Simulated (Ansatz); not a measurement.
**CHOSe+ (SMILES [OH+]=C=[Se]): functionals against CCSD(T) at one geometry**

An exercise on one series of results from a longer session: the logs are not shown, and one member is left open.

Program: Ansatz 0.2.0, Gaussian basis. Level of theory: single points in def2-TZVPP. These are calculated values, not measurements.

Correlated methods freeze the cores. Filled d shells of the heavier atoms are correlated.

**Where the work starts**

SMILES `[OH+]=C=[Se]`, 4 atoms, charge 1, spin multiplicity 1.

Atoms are counted from 1 here; the program's logs count them from 0.

Bond lengths: O1–C2 1.195 Å, O1–H4 1.247 Å, C2–Se3 1.647 Å. Angles: C2–O1–H4 109.7°, O1–C2–Se3 167.5°.

Geometry (Å):

```xyz
4
CHOSe
O    -0.6085    0.4306   -0.4816
C     0.0195   -0.4074    0.0942
Se    0.6060   -1.7719    0.8055
H    -0.0157    1.5254   -0.4078
```

The first run:

run/in.yaml

```yaml
crystal:
  periodic: [false, false, false]
  atoms:
    - {symbol: O, position_ang: [-0.608500, 0.430600, -0.481600]}
    - {symbol: C, position_ang: [0.019500, -0.407400, 0.094200]}
    - {symbol: Se, position_ang: [0.606000, -1.771900, 0.805500]}
    - {symbol: H, position_ang: [-0.015700, 1.525400, -0.407800]}
basis:
  gaussian: {orbitals: def2-TZVPP}
total_charge: 1
correlation: {method: ccsd_t}
output: {forces: true}
```

No record of the launch command was kept for these runs.

Steps of the session up to this table: CCSD(T)/def2-TZVPP; PBE0-D4/def2-TZVPP; wB97M-V/def2-TZVPP; r2SCAN-D4/def2-TZVPP; PBE-D4/def2-TZVPP; LC-wPBE/def2-TZVPP; wB97X-V/def2-TZVPP.

One table of the session follows, with a row left open; its other results are not shown here.

```
   method  RMS force component (eV/Å)  angle to CCSD(T) forces (°)
  CCSD(T)                       2.761                    reference
  PBE0-D4                       2.517                          8.4
  wB97M-V                           ?                            ?
r2SCAN-D4                       2.498                          5.7
   PBE-D4                       2.493                          2.6
  LC-wPBE                       2.718                         12.1
  wB97X-V                       2.701                          7.6
```

Estimate the missing values for wB97M-V.

As computed: RMS force component (eV/Å): 2.598; angle to CCSD(T) forces (°): 7.3. In the column «RMS force component (eV/Å)» it lies between PBE0-D4 (2.517) and wB97X-V (2.701).
